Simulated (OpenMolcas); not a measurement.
**Ru²⁺ among point charges: CASSCF levels and susceptibility**

Aim: the splitting of the states of Ru²⁺ in the field of 6 point charges, its lowest levels with spin-orbit coupling and its magnetic susceptibility.

Method: state-averaged CASSCF, spin-orbit coupling by RASSI with atomic mean-field integrals. Code: OpenMolcas 26.06.

1 further run of the same task is left out (it didn't finish).

## (1) The atom as given

| Property | Result |
| --- | --- |
| Species | Ru²⁺ (ruthenium, Z = 44, 42 electrons) |
| Basis | ANO-RCC-VDZP [6s5p3d1f], 43 functions |
| Scalar Hamiltonian | DKH2, point nucleus |
| Inactive shells | 1s 2s 2p 3s 3p 3d 4s 4p |
| Active space | 6 electrons in 5 orbitals (4d) |
| Some configurations of this space | 4d⁶ |
| Orbitals | optimised for each spin and parity, averaged over all roots |

The outer shells:

4d6
```
4d [↑↓][↑ ][↑ ][↑ ][↑ ]
```

The ion sits among 6 point charges of -1.7 e arranged as an octahedron (Oh), 1.79 Å from the ion. The active orbitals were held to one l.

Each step is its own input file, run in one work folder so that later steps find the files of earlier ones. Labels, J, g values, rates, χT and fits are worked out afterwards by a script from the matrices that RASSI stores. The input lists half of the charges; inversion (Group=XYZ) makes the rest.

## (2) One- and two-electron integrals

Input file a.inp:

```
&GATEWAY
Coord
1

Ru 0.0 0.0 0.0
Basis=ANO-RCC-VDZP
Group=XYZ
NoMove
AngMom=0.0 0.0 0.0
AMFI
XField
3 Angstrom 0
1.790000 0.000000 0.000000 -1.700000
0.000000 1.790000 0.000000 -1.700000
0.000000 0.000000 1.790000 -1.700000
&SEWARD
```

Run with:

```sh
$ OMP_NUM_THREADS=1 MOLCAS_MEM=1689 MOLCAS_PROJECT=a pymolcas a.inp > a.log
```

Log:

```text
Basis set label: RU.ANO-RCC...6S5P3D1F.

      Electronic valence basis set:
      ------------------
      Associated Effective Charge  44.000000 au
      Associated Actual Charge     44.000000 au
      Nuclear Model: Point charge

      Shell  nPrim  nBasis  Cartesian Spherical Contaminant
         s      21       6        X
         p      18       5        X
         d      13       3                 X
         f       6       1                 X
                  Relativistic Douglas-Kroll-Hess integrals:
                    - DKH order of Hamiltonian: 2
                    - DKH order of Properties : 0
                  Atomic mean-field integrals
```

## (3) CASSCF: quintets of even parity, 5 roots

Input file a.inp:

```
&RASSCF
FileOrb=start.orb
Symmetry=1
Spin=5
nActEl=6 0 0
Inactive=9 9
Ras2=5 0
CIRoot=5 5 1
SDav=5
CIMx=300
Iter=120 100
PrWF=0.3
OrbListing=Nothing
MaxOrb=0
SupSym
1
15 4 5 6 7 8 10 11 12 13 14 17 18 19 20 21
0
>>> COPY $Project.JobIph JOB001
```

start.orb holds the contracted functions of the basis, ordered by shell, or the orbitals of the step before.

Log, cut to the lines that bear on the results:

```text
[...]
      Number of active orbitals                  5
[...]
      Spin quantum number                      2.0
[...]
      Active orbitals                            5   0
[...]
      Number of CSFs                             5
      Number of root(s) required                 5
[...]
      Convergence after  8 iterations
[...]
      Natural orbitals and occupation numbers for root  1
      sym 1:   1.000000   2.000000   1.000000   1.000000   1.000000
      Natural orbitals and occupation numbers for root  2
      sym 1:   1.000000   1.000000   1.000000   2.000000   1.000000
      Natural orbitals and occupation numbers for root  3
      sym 1:   2.000000   1.000000   1.000000   1.000000   1.000000
::    RASSCF root number  1 Total energy:  -4532.69933390
::    RASSCF root number  2 Total energy:  -4532.69933390
::    RASSCF root number  3 Total energy:  -4532.69933390
::    RASSCF root number  4 Total energy:  -4532.60717859
::    RASSCF root number  5 Total energy:  -4532.60717859
```

## (4) Reference wave functions, triplets of even parity, 45 roots

Input file a.inp:

```
&RASSCF
FileOrb=start.orb
Symmetry=1
Spin=3
nActEl=6 0 0
Inactive=9 9
Ras2=5 0
CIRoot=45 45 1
SDav=45
CIMx=300
Iter=120 100
PrWF=0.3
OrbListing=Nothing
MaxOrb=0
SupSym
1
15 4 5 6 7 8 10 11 12 13 14 17 18 19 20 21
0
>>> COPY $Project.JobIph JOB002
```

Log, cut to the lines that bear on the results:

```text
[...]
      Number of active orbitals                  5
[...]
      Spin quantum number                      1.0
[...]
      Active orbitals                            5   0
[...]
      Number of CSFs                            45
      Number of root(s) required                45
[...]
      Convergence after  7 iterations
[...]
      Natural orbitals and occupation numbers for root  1
      sym 1:   1.940031   1.049286   0.984432   1.970561   0.055691
      Natural orbitals and occupation numbers for root  2
      sym 1:   1.940028   1.049288   0.984430   1.970561   0.055693
      Natural orbitals and occupation numbers for root  3
      sym 1:   1.970379   1.970377   0.023911   1.018940   1.016392
::    RASSCF root number  1 Total energy:  -4532.68940955
::    RASSCF root number  2 Total energy:  -4532.68940955
::    RASSCF root number  3 Total energy:  -4532.68940954
[...]
::    RASSCF root number 27 Total energy:  -4532.52344127
::    RASSCF root number 28 Total energy:  -4532.52344127
::    RASSCF root number 29 Total energy:  -4532.52344127
::    RASSCF root number 30 Total energy:  -4532.51954030
```

## (5) CASSCF: singlets of even parity, 50 roots

Input file a.inp:

```
&RASSCF
FileOrb=start.orb
Symmetry=1
Spin=1
nActEl=6 0 0
Inactive=9 9
Ras2=5 0
CIRoot=50 50 1
SDav=50
CIMx=300
Iter=120 100
PrWF=0.3
OrbListing=Nothing
MaxOrb=0
SupSym
1
15 4 5 6 7 8 10 11 12 13 14 17 18 19 20 21
0
>>> COPY $Project.JobIph JOB003
```

Run with:

```sh
$ OMP_NUM_THREADS=1 MOLCAS_MEM=1689 MOLCAS_PROJECT=a pymolcas a.inp > a.log
```

Log, cut to the lines that bear on the results:

```text
[...]
      Number of active orbitals                  5
[...]
      Spin quantum number                      0.0
[...]
      Active orbitals                            5   0
[...]
      Number of CSFs                            50
      Number of root(s) required                50
[...]
      Convergence after  7 iterations
[...]
      Natural orbitals and occupation numbers for root  1
      sym 1:   1.979363   1.979363   0.030956   1.979363   0.030956
      Natural orbitals and occupation numbers for root  2
      sym 1:   1.983521   1.004936   0.027026   1.985864   0.998654
      Natural orbitals and occupation numbers for root  3
      sym 1:   1.004897   1.985865   0.998692   1.983558   0.026987
::    RASSCF root number  1 Total energy:  -4532.72154136
::    RASSCF root number  2 Total energy:  -4532.65644549
::    RASSCF root number  3 Total energy:  -4532.65644549
[...]
::    RASSCF root number 27 Total energy:  -4532.48507631
::    RASSCF root number 28 Total energy:  -4532.48226983
::    RASSCF root number 29 Total energy:  -4532.47453090
::    RASSCF root number 30 Total energy:  -4532.46938547
```

## (6) State interaction with spin-orbit coupling

Input file a.inp:

```
&RASSI
NrOfJobIphs=3 5 45 50
1 2 3 4 5
1 2 3 4 5 6 7 8 9 10 11 12 13 14 15 16 17 18 19 20 21 22 23 24 25 26 27
28 29 30 31 32 33 34 35 36 37 38 39 40 41 42 43 44 45
1 2 3 4 5 6 7 8 9 10 11 12 13 14 15 16 17 18 19 20 21 22 23 24 25 26 27
28 29 30 31 32 33 34 35 36 37 38 39 40 41 42 43 44 45 46 47 48 49 50
IphNames
JOB001
JOB002
JOB003
EJob
SpinOrbit
DIPRint=1.0
SOCoupling=1000.0
Subsets=2
Property=9
'ANGMOM' 1 'ANGMOM' 2 'ANGMOM' 3 'MLTPL  1' 1 'MLTPL  1' 2 'MLTPL  1' 3
'AMFI' 1 'AMFI' 2 'AMFI' 3
SOProperty=3
'ANGMOM' 1 'ANGMOM' 2 'ANGMOM' 3
```

Log:

```text
SPIN-FREE ENERGIES:
  (Shifted by EMIN (a.u.) =      -4532.7215413585)

 SF State       Relative EMIN(au)   Rel lowest level(eV)    D:o, cm**(-1)      L_eff

    51             0.0000000000        0.0000000000              0.0000         4.6
     2             0.0222074610        0.6042957990           4873.9743         2.0
     3             0.0222074610        0.6042957990           4873.9743         2.0
     1             0.0222074610        0.6042957990           4873.9743         2.0
     6             0.0321318134        0.8743511862           7052.1179         3.7
     7             0.0321318134        0.8743511862           7052.1179         3.7
     8             0.0321318134        0.8743511862           7052.1179         3.7
     9             0.0538673382        1.4658049468          11822.5142         3.9
    10             0.0538673382        1.4658049468          11822.5142         3.9
    11             0.0538673382        1.4658049468          11822.5142         3.9
    52             0.0650958732        1.7713489500          14286.8928         5.2
    53             0.0650958732        1.7713489500          14286.8928         5.2
    54             0.0650958732        1.7713489500          14286.8928         5.2
    14             0.1025442047        2.7903699616          22505.8515         4.4
    12             0.1025442047        2.7903699616          22505.8515         4.4
    13             0.1025442047        2.7903699616          22505.8515         4.4
    17             0.1082322449        2.9451494206          23754.2321         4.4
    15             0.1082322449        2.9451494206          23754.2321         4.4
    16             0.1082322449        2.9451494206          23754.2321         4.4
    55             0.1084921866        2.9522227938          23811.2827         4.4
    56             0.1084921866        2.9522227938          23811.2827         4.4
    57             0.1084921866        2.9522227938          23811.2827         4.4
    18             0.1138245052        3.0973225742          24981.5913         4.1
    19             0.1138245052        3.0973225742          24981.5913         4.1
     4             0.1143627650        3.1119693709          25099.7257         2.0
     5             0.1143627650        3.1119693709          25099.7257         2.0
    20             0.1202303335        3.2716340428          26387.5081         3.0
    21             0.1202303335        3.2716340428          26387.5081         3.0
    22             0.1202303335        3.2716340428          26387.5081         3.0
    25             0.1376321554        3.7451617396          30206.7666         2.5
    23             0.1376321554        3.7451617396          30206.7666         2.5
    24             0.1376321554        3.7451617396          30206.7666         2.5
    58             0.1435816742        3.9070563939          31512.5350         4.8
    59             0.1435816742        3.9070563939          31512.5350         4.8
    60             0.1435816742        3.9070563939          31512.5350         4.8
    61             0.1439683194        3.9175775474          31597.3938         4.4
    62             0.1439683194        3.9175775474          31597.3938         4.4
    63             0.1473398075        4.0093204125          32337.3499         4.4
    26             0.1577141407        4.2916204001          34614.2529         3.0
    64             0.1689838739        4.5982854625          37087.6734         4.4
Eigenvalues of complex Hamiltonian:
   -----------------------------------
  (Shifted by EMIN (a.u.) =      -4532.7215413585)

 SO State       Relative EMIN(au)   Rel lowest level(eV)    D:o, cm**(-1)     J-value

     1            -0.0033213379        0.0000000000              0.0000         3.6
     2             0.0181302813        0.5837282958           4708.0862         2.9
     3             0.0181302813        0.5837282957           4708.0862         3.2
     4             0.0181302813        0.5837282958           4708.0862         2.9
     5             0.0184544459        0.5925492638           4779.2321         2.7
     6             0.0184544458        0.5925492634           4779.2321         2.8
     7             0.0190332491        0.6082993027           4906.2648         2.9
     8             0.0190332491        0.6082993031           4906.2648         1.8
     9             0.0190332491        0.6082993026           4906.2648         2.9
    10             0.0205573519        0.6497722511           5240.7666         2.2
    11             0.0212576725        0.6688289455           5394.4692         2.4
    12             0.0212576725        0.6688289455           5394.4692         1.9
    13             0.0212576725        0.6688289455           5394.4692         2.4
    14             0.0216317841        0.6790090417           5476.5773         1.9
    15             0.0216317841        0.6790090417           5476.5773         1.9
    16             0.0216317841        0.6790090415           5476.5773         2.7
    17             0.0312066750        0.9395550974           7578.0229         2.7
    18             0.0312066750        0.9395550977           7578.0229         3.7
    19             0.0327430671        0.9813624547           7915.2220         2.4
    20             0.0327430671        0.9813624551           7915.2220         3.3
    21             0.0327430671        0.9813624551           7915.2220         3.3
    22             0.0366079154        1.0865303363           8763.4582         3.1
    23             0.0366079154        1.0865303363           8763.4582         3.1
    24             0.0366079155        1.0865303370           8763.4582         2.6
    25             0.0403417464        1.1881330526           9582.9393         3.0
    26             0.0509822905        1.4776770088          11918.2688         2.8
    27             0.0509822906        1.4776770098          11918.2688         3.5
    28             0.0509822906        1.4776770098          11918.2688         3.5
    29             0.0525869821        1.5213428918          12270.4579         2.9
    30             0.0525869822        1.5213428925          12270.4579         3.6
    31             0.0551698076        1.5916251542          12837.3226         3.2
    32             0.0551698076        1.5916251536          12837.3226         3.3
    33             0.0551698076        1.5916251536          12837.3226         3.3
    34             0.0563167845        1.6228359859          13089.0549         3.4
    35             0.0650568799        1.8606660953          15007.2841         3.6
    36             0.0650568799        1.8606660954          15007.2841         4.3
    37             0.0650568799        1.8606660953          15007.2841         4.3
    38             0.1003371209        2.8206903603          22750.4020         3.4
    39             0.1003371209        2.8206903605          22750.4020         4.2
    40             0.1013022312        2.8469523512          22962.2193         3.2
    41             0.1013022312        2.8469523514          22962.2193         4.2
Weights of the five most important spin-orbit-free states for each spin-orbit state.

 SO State  Total energy (au)           Spin-free states, spin, and weights
 -------------------------------------------------------------------------------------------------------
    1        -0.003321      51 0.0  0.9078    6 1.0  0.0281    7 1.0  0.0281    8 1.0  0.0281    1 2.0  0.0023
    2         0.018130       3 2.0  0.3566    2 2.0  0.3466    1 2.0  0.2605    8 1.0  0.0126    6 1.0  0.0118
    3         0.018130       1 2.0  0.3566    2 2.0  0.3558    3 2.0  0.2513    7 1.0  0.0126    6 1.0  0.0126
    4         0.018130       3 2.0  0.3558    1 2.0  0.3466    2 2.0  0.2613    8 1.0  0.0126    7 1.0  0.0118
    5         0.018454       3 2.0  0.5599    2 2.0  0.1746    1 2.0  0.1102    8 1.0  0.0854    6 1.0  0.0261
    6         0.018454       1 2.0  0.4529    2 2.0  0.3885    7 1.0  0.0686    6 1.0  0.0597    9 1.0  0.0146
    7         0.019033       2 2.0  0.8501    8 1.0  0.0624    7 1.0  0.0605    9 1.0  0.0075   11 1.0  0.0073
    8         0.019033       3 2.0  0.8519    7 1.0  0.0624    6 1.0  0.0624   11 1.0  0.0075   10 1.0  0.0075
    9         0.019033       1 2.0  0.8512    8 1.0  0.0624    6 1.0  0.0605    9 1.0  0.0075   10 1.0  0.0073
   10         0.020557       3 2.0  0.2766    2 2.0  0.2766    1 2.0  0.2766    7 1.0  0.0427    6 1.0  0.0427
   11         0.021258       2 2.0  0.4751    1 2.0  0.2297    8 1.0  0.1091    7 1.0  0.0771    3 2.0  0.0732
   12         0.021258       3 2.0  0.6319    7 1.0  0.1091    6 1.0  0.1091    2 2.0  0.0735    1 2.0  0.0727
```

Time for these steps: 21 s (1 thread of Arm Neoverse V1, shared host).

States without spin-orbit coupling:

```
state  degeneracy  E (cm-1)  free-ion L (%)
  1A1           1         0          G (54)
  5T2           3      4874         D (100)
  3T1           3      7052          H (45)
  3T2           3     11823          G (36)
  1T1           3     14287          I (58)
  3T1           3     22506          H (69)
  3T2           3     23754          H (49)
  1T2           3     23811          I (45)
   3E           2     24982          G (51)
   5E           2     25100         D (100)
  3T1           3     26388          G (45)
  3T2           3     30207          D (54)
  1T2           3     31513          I (53)
   1E           2     31597          G (74)
  1A1           1     32337          I (51)
  3A2           1     34614         F (100)
  1T1           3     37088          G (47)
  1A2           1     37980          I (54)
  1T2           3     39267          F (32)
  3T1           3     40908          H (56)
   3E           2     42136          H (67)
  3T2           3     43478          F (45)
  3A1           1     44334         G (100)
   1E           2     44994          D (57)
```

With spin-orbit coupling:

```json
{"E (cm-1)": "0.0", "Degeneracy": "1", "Label": "A1", "2S+1": "1"}
{"E (cm-1)": "4708", "Degeneracy": "3", "Label": "T2", "2S+1": "5"}
{"E (cm-1)": "4779", "Degeneracy": "2", "Label": "E", "2S+1": "5"}
{"E (cm-1)": "4906", "Degeneracy": "3", "Label": "T1", "2S+1": "5"}
{"E (cm-1)": "5241", "Degeneracy": "1", "Label": "A1", "2S+1": "5"}
{"E (cm-1)": "5394", "Degeneracy": "3", "Label": "T2", "2S+1": "5"}
{"E (cm-1)": "5477", "Degeneracy": "3", "Label": "T1", "2S+1": "5"}
{"E (cm-1)": "7578", "Degeneracy": "2", "Label": "E", "2S+1": "3"}
{"E (cm-1)": "7915", "Degeneracy": "3", "Label": "T2", "2S+1": "3"}
{"E (cm-1)": "8763", "Degeneracy": "3", "Label": "T1", "2S+1": "3"}
{"E (cm-1)": "9583", "Degeneracy": "1", "Label": "A1", "2S+1": "3"}
{"E (cm-1)": "11918", "Degeneracy": "3", "Label": "T1", "2S+1": "3"}
{"E (cm-1)": "12270", "Degeneracy": "2", "Label": "E", "2S+1": "3"}
{"E (cm-1)": "12837", "Degeneracy": "3", "Label": "T2", "2S+1": "3"}
{"E (cm-1)": "13089", "Degeneracy": "1", "Label": "A2", "2S+1": "3"}
{"E (cm-1)": "15007", "Degeneracy": "3", "Label": "T1", "2S+1": "1"}
{"E (cm-1)": "22750", "Degeneracy": "2", "Label": "E", "2S+1": "3"}
{"E (cm-1)": "22962", "Degeneracy": "3", "Label": "T2", "2S+1": "3"}
{"E (cm-1)": "23086", "Degeneracy": "3", "Label": "T1", "2S+1": "3"}
{"E (cm-1)": "23128", "Degeneracy": "1", "Label": "A1", "2S+1": "3"}
{"E (cm-1)": "23712", "Degeneracy": "3", "Label": "T2", "2S+1": "1"}
{"E (cm-1)": "24367", "Degeneracy": "1", "Label": "A2", "2S+1": "3"}
{"E (cm-1)": "24500", "Degeneracy": "3", "Label": "T2", "2S+1": "3"}
{"E (cm-1)": "24538", "Degeneracy": "3", "Label": "T1", "2S+1": "3"}
```

The table of states holds 24 of 43 computed; the rest, higher up, is left out.

Powder χT (cm³ K/mol): 0.00 at 2 K, 0.00 at 5 K, 0.00 at 10 K, 0.01 at 20 K, 0.02 at 50 K, 0.03 at 100 K, 0.05 at 150 K, 0.06 at 200 K, 0.08 at 250 K, 0.10 at 300 K.

Orbitals of the lowest block (energies include the constant potential of the surroundings):

```
shell     space  energy (hartree)  mean occupation  ⟨r²⟩ (bohr²)
   1s  inactive         -814.6408            2.000       0.00147
   2s  inactive         -118.2321            2.000        0.0249
   2p  inactive         -105.4851            6.000        0.0197
   3s  inactive          -20.3043            2.000         0.183
   3p  inactive          -15.9919            6.000         0.187
   3d  inactive           -9.0353           10.000         0.175
   4s  inactive           -1.2571            2.000          1.18
   4p  inactive            0.0528            6.000          1.44
   4d      RAS2                              6.000          3.10
```

## (7) What came out

| quantity | value |
| --- | --- |
| method | CASSCF |
| spin-free ground state | 1A1, 1-fold in its orbital part |
| first state of the same spin within the active space | 1T1 at 14300 cm⁻¹ |
| lowest level | 1-fold A1 |
| next level | 4708.1 cm⁻¹ |
| χT at 300 K | 0.10 cm³ K/mol |
| effective moment at 300 K | 0.88 μB |

In words: The spin-free ground state (1A1) comes to 54 % from free-ion G terms and has less than the highest spin computed. The field of point charges can differ much from that of real complexes. With metal d orbitals alone active, the gaps between spin states are rough; where two lie within a few thousand cm-1, their order is open. Point charges carry no covalency, so the field is a model and not that of real ligands.
